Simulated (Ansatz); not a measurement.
Crystal: ScTaN.

```
Ta Sc N
1.0
     3.08507    0.00000    0.00000
    -1.54253    2.67175    0.00000
     0.00000    0.00000   10.34014
Ta Sc N
2 2 2
Cartesian
  0.0000 1.7812 2.5399
  1.5425 0.8906 7.8003
  0.0000 0.0000 0.0000
  0.0000 0.0000 5.1701
  0.0000 1.7812 6.5126
  1.5425 0.8906 3.8275
```

The cell comes from a database or a generator and needn't be the stable form of this composition.

Base run:

| Item | Value |
| --- | --- |
| Program | Ansatz 0.2.0 |
| Functional | PBE |
| Potentials or basis | Ansatz PAW |
| Cutoff | 420 eV (not typed: the program's choice for these potentials) |
| k mesh | 10 × 10 × 3 |
| Occupations | fermi-dirac, width 0.05 eV |
| Spin | no spin polarisation |

Its results: band gap on the k mesh none (metal or under the smearing width); pressure -0.5 GPa; largest force 0.025 eV/Å.

The run is repeated on the same cell with these changes: functional from PBE to PBEsol; k mesh from 10 × 10 × 3 to 8 × 8 × 4. What comes out?

Band gap on the k mesh none (metal or under the smearing width); pressure -6.7 GPa; largest force 0.362 eV/Å.

Several settings changed at once, so the effect can't be laid on one alone.

Caveats: spin-orbit coupling is left out, which moves the levels of the heavy elements (some runs); the PAW data sets come from PBE, with cores solved anew for the run's functional, which leaves a small shift of forces and pressure (some runs); the density of states is complete only up to the lowest level of the last band computed (some runs).
